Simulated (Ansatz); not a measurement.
**BaAu3 (AuCu3 type): equation of state**

One table from this session's results is given with a row withheld; the runs are named, their logs left out.

Program: Ansatz 0.2.0. Level of theory: DFT PBE, scalar-relativistic, plane waves, PAW. These are calculated values, not measurements.

2 further runs of the same task are left out: 2 that didn't finish. Runs told in other sessions of the task aren't counted.

### The system as given

Symmetry: Pm-3m, No. 221, cubic system. Conventional cell: a = 4.657 Å, b = 4.657 Å, c = 4.657 Å, α = 90.00°, β = 90.00°, γ = 90.00°. Ba (site symmetry m-3m) has 12 Au at 3.29 Å in its first shell of neighbours. Au (site symmetry 4/mmm) is surrounded by 4 Ba at 3.29 Å and 8 Au at 3.29 Å.

As a file:

```cif
data_structure
_symmetry_space_group_name_H-M 'P 1'
_symmetry_Int_Tables_number 1
_cell_length_a 4.6567
_cell_length_b 4.6567
_cell_length_c 4.6567
_cell_angle_alpha 90.000
_cell_angle_beta 90.000
_cell_angle_gamma 90.000
_cell_volume 100.98
loop_
_atom_site_label
_atom_site_type_symbol
_atom_site_fract_x
_atom_site_fract_y
_atom_site_fract_z
_atom_site_occupancy
Ba1 Ba 0.00000 0.00000 0.00000 1
Au1 Au 0.00000 0.50000 0.50000 1
Au2 Au 0.50000 0.50000 0.00000 1
Au3 Au 0.50000 0.00000 0.50000 1
```

This cell comes from an earlier session at PBE: 25.244 Å³/atom at 0.00 GPa, on a 8×8×8 mesh.

Volume factors to run: 0.980, 1.020, 0.960, 1.040, 1.070, 1.100, 0.945.

Set-up of the first run:

Input file input.yaml:

```yaml
crystal:
  lattice:
    - [4.6254113629, 0.0, 0.0]
    - [0.0, 4.6254113629, 0.0]
    - [0.0, 0.0, 4.6254113629]
  atoms:
    - { symbol: Ba, position: [0.0, 0.0, 0.0] }
    - { symbol: Au, position: [0.0, 0.5, 0.5] }
    - { symbol: Au, position: [0.5, 0.5, 0.0] }
    - { symbol: Au, position: [0.5, 0.0, 0.5] }
basis:
  ecutwfc: 420
  ecutrho_ratio: 4
kpoints:
  mp_grid: { grid: [8, 8, 8] }
hamiltonian:
  xc: pbe
scf:
  occupations: { method: gaussian, width: 0.05 }
output:
  forces: true
  stress: true
  eigenvalues: true
```

On the command line:

```console
> ansatz run input.yaml --threads 2 --pin off --max-ram 2662MiB --backend cpu --events-out ev --progress --plain --runs-dir out
```

Among the steps run: At 0.980 of the relaxed volume; Scaling the volume by 1.020; At 0.960 of the relaxed volume; Volume × 1.040; Volume × 1.070; Volume × 1.100; Scaling the volume by 0.945.

One table of the session follows, with a row left open; its other results are not shown here.

It belongs to the step «The fit». 

```
volume (Å³/atom)  energy (meV/atom)  pressure (GPa)
          23.856              12.61            3.13
          24.235                  ?               ?
          24.740               1.51            0.99
          25.244               0.00            0.00
          25.749               1.39           -0.87
          26.254               5.36           -1.65
          27.012              15.64           -2.67
          27.769              30.32           -3.51
```

Q: Estimate the row for volume (Å³/atom) = 24.235 from the others.

Worked estimate for «energy (meV/atom)». A straight line through the neighbours (23.856, 12.61) and (24.740, 1.51) gives 12.61 + (1.51 − 12.61) × (24.235 − 23.856) / (24.740 − 23.856) = 7.85; a parabola fitted to 3 rows on both sides gives 6.53.

The run gave: energy (meV/atom): 6.38; pressure (GPa): 2.15. In «energy (meV/atom)» the line misses by +1.47 and the parabola by +0.15.
